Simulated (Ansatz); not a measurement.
# RbZnOs: the cost of one run

Computed with Ansatz 0.2.0 (DFT PBE, scalar-relativistic, plane waves, PAW, unless a step's input says otherwise).

## Step 1: The system as given

It takes space group P4/mmm (No. 123, tetragonal). The conventional cell has a = 3.930 Å, b = 3.930 Å, c = 5.478 Å, α = 90.00°, β = 90.00°, γ = 90.00°. Rb (site symmetry 4/mmm) is surrounded by 2 Os at 2.74 Å and 4 Zn at 2.78 Å. Zn (site symmetry 4/mmm) has 4 Rb at 2.78 Å as nearest neighbours. Os (site symmetry 4/mmm) has 2 Rb at 2.74 Å as nearest neighbours.

Structure file:

```cif
data_structure
_symmetry_space_group_name_H-M 'P 1'
_symmetry_Int_Tables_number 1
_cell_length_a 3.9297
_cell_length_b 3.9297
_cell_length_c 5.4781
_cell_angle_alpha 90.000
_cell_angle_beta 90.000
_cell_angle_gamma 90.000
_cell_volume 84.59
loop_
_atom_site_label
_atom_site_type_symbol
_atom_site_fract_x
_atom_site_fract_y
_atom_site_fract_z
_atom_site_occupancy
Rb1 Rb 0.50000 0.50000 0.00000 1
Zn1 Zn 0.00000 0.00000 0.00000 1
Os1 Os 0.50000 0.50000 0.50000 1
```

The cell is invented: random cell by space group and Wyckoff sites (P4/mmm, No. 123). Lengths come from tabulated atomic sizes and are only a guess.

## Step 2: A first look at the guess

Input file input.yaml:

```yaml
crystal:
  lattice:
    - [3.92965288, 0.0, 0.0]
    - [0.0, 3.92965288, 0.0]
    - [0.0, 0.0, 5.47809954]
  atoms:
    - { symbol: Rb, position: [0.5, 0.5, 0.0] }
    - { symbol: Zn, position: [0.0, 0.0, 0.0] }
    - { symbol: Os, position: [0.5, 0.5, 0.5] }
basis:
  ecutwfc: 420
kpoints:
  mp_grid: { grid: [4, 4, 4] }
hamiltonian:
  xc: pbe
scf:
  occupations: { method: gaussian, width: 0.1 }
  lower_state_search: "off"
output:
  forces: true
  stress: true
  eigenvalues: true
```

Command:

```bash
$ ansatz run input.yaml --threads 1 --pin off --max-ram 2048MiB --backend cpu --events-out ev --progress --plain --runs-dir out
```

What time and memory should one allow on 1 thread of Arm Neoverse V2, shared host?

About 2.3 s, with a peak of 0.35 GiB.
